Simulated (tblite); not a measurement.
# C5H14AsGa: the cost of one run

Programs: tblite 0.8.0 and PySCF 2.14.0, with density-fitted response routines of our own. Each step states its level of theory. These are calculated values for one molecule in the gas phase, unless marked as measured. Atoms are numbered from 0 throughout.

## 1. The molecule as given

21 atoms, charge 0, multiplicity 1; geometry from: force field or distance geometry start.

Bonds of the start (Å): C0–C1 1.33, C1–C2 1.49, C2–Ga3 2.00, Ga3–As4 2.46, Ga3–C5 2.01, C5–C6 1.51, C0–H7 1.08, C0–H8 1.09, C1–H9 1.10, C2–H10 1.12, C2–H11 1.11, Ga3–H12 1.57, As4–H13 1.56, As4–H14 1.57, As4–H15 1.58, C5–H16 1.10, C5–H17 1.13, C6–H18 1.09, C6–H19 1.11, C6–H20 1.13.

## 2. Geometry optimisation with GFN2-xTB

What the job is given:

```
{"job": {"kind": "relax", "xc": "GFN2-xTB", "basis": "xTB"}, "charge": 0, "multiplicity": 1}
C     -2.953500    -1.629000    -0.711100
C     -2.415600    -0.610700    -0.055100
C     -1.003500    -0.773600     0.402700
Ga     0.234900     0.602200    -0.351600
As    -0.216700     2.709600     0.834500
C      2.058800     0.033300     0.267700
C      2.703900    -0.984700    -0.635800
H     -3.973600    -1.596500    -1.069700
H     -2.367500    -2.525400    -0.900900
H     -3.001700     0.290600     0.156900
H     -0.649100    -1.762000     0.017500
H     -0.951200    -0.702000     1.509800
H      0.137000     0.753500    -1.915600
H      0.202200     2.544300     2.332400
H     -1.731200     3.108900     0.718700
H      0.629600     3.886900     0.215700
H      2.696900     0.930900     0.346300
H      1.925000    -0.472300     1.272700
H      2.008600    -1.350800    -1.384900
H      3.642900    -0.588200    -1.074100
H      3.015000    -1.848100     0.023400
```

Run with:

```console
$ OMP_NUM_THREADS=1 python probes_run.py task.json out
```

The driver reads the jobs from task.json and runs them one after another.

**Question.** How long does this first job take on 1 thread of Arm Neoverse N1, shared host, and how much memory does it need?

About 4.2 s, with a peak of 0.19 GiB.
